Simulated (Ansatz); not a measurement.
## a series on the perovskite structure: NaTiO3, NaTiS3, NaTiSe3, NaTiTe3: a table of relaxed lattice constants and trends, step by step

Computed with Ansatz's Python interface.

Run as a notebook:

```python
import csv

import ansatz
import numpy as np
```

```python
def perovskite(a_site, b_site, x_site, a):
    return (
        ansatz.Lattice.cubic(a)
        .space_group(221)
        .atom(a_site, [0, 0, 0])
        .atom(b_site, [0.5, 0.5, 0.5])
        .atom(x_site, [0.5, 0.5, 0])
    )

POLARISED = {"NaTiO3"}


def ground_state(name, crystal):
    calc = (
        crystal.calculation()
        .basis(470)
        .functional("LDA")
        .kpoints(spacing=0.27)
        .occupations("fermi_dirac", width=0.1)
        .stress()
        .band_table()
    )
    if name in POLARISED:
        calc = calc.spin("collinear")
    calc = calc.relax(force_tolerance=0.01, cell=True)
    return calc.run(threads=1, pin="off")
```

```python
def volume_per_atom(outcome):
    return abs(np.linalg.det(outcome.lattice.cell_ang)) / len(outcome.lattice.sites)
```

```python
# the lattice constants below are starting guesses
phases = {}
phases["NaTiO3"] = perovskite("Na", "Ti", "O", 3.9).moments(Ti=0.5)
phases["NaTiS3"] = perovskite("Na", "Ti", "S", 4.23)
phases["NaTiSe3"] = perovskite("Na", "Ti", "Se", 4.34)
phases["NaTiTe3"] = perovskite("Na", "Ti", "Te", 4.48)
```

```python
done = {}
for name, crystal in phases.items():
    try:
        done[name] = ground_state(name, crystal)
    except ansatz.NonConvergedError as error:
        print(name, "did not converge:", str(error)[:120])

rows = [(name, float(np.linalg.norm(o.lattice.cell_ang[0])), volume_per_atom(o), abs(o.report["magnetization_mub"])) for name, o in done.items()]
with open("series.csv", "w", newline="") as handle:
    writer = csv.writer(handle)
    writer.writerow(["compound", "a (A)", "V (A^3/atom)", "M (muB/cell)"])
    writer.writerows([round(v, 4) if isinstance(v, float) else v for v in row] for row in rows)
print(open("series.csv").read())
```

    RunWarning: the starting moments were not kept: the SCF closed with an absolute magnetisation of 8.0e-4 μB, where they sum to 0.5 μB in size (1 site). That is at most 0.1 of that sum. Measured as dr2_m measures the in/out step, that magnetisation stands 2.5e-7 eV from none, at or under the dr2_threshold of 5.0e-7 eV: [...]
    compound,a (A),V (A^3/atom),M (muB/cell)
    NaTiO3,3.8109,11.069,0.0001
    NaTiS3,4.6527,20.1443,0.0
    NaTiSe3,4.8881,23.3594,0.0
    NaTiTe3,5.2985,29.7505,0.0

From smallest to largest: NaTiO3 (11.07 Å³), NaTiS3 (20.14 Å³), NaTiSe3 (23.36 Å³) and NaTiTe3 (29.75 Å³). The largest is 169 % above the smallest.

Reading the output:
- The SCF didn't keep the moments it started from (some shrank, vanished or turned); what is printed is the state reached.
- For the metals among these phases the mesh is modest: differences between phases can be off by up to 40 meV an atom.
- Warnings are shown shortened and without file and line.
- The cells are built on a prototype by substitution; a member may or may not take this structure in nature.
- Hardware and time: 6.7 min on 1 thread of Arm Neoverse N1 (shared host), peak memory 0.56 GiB.
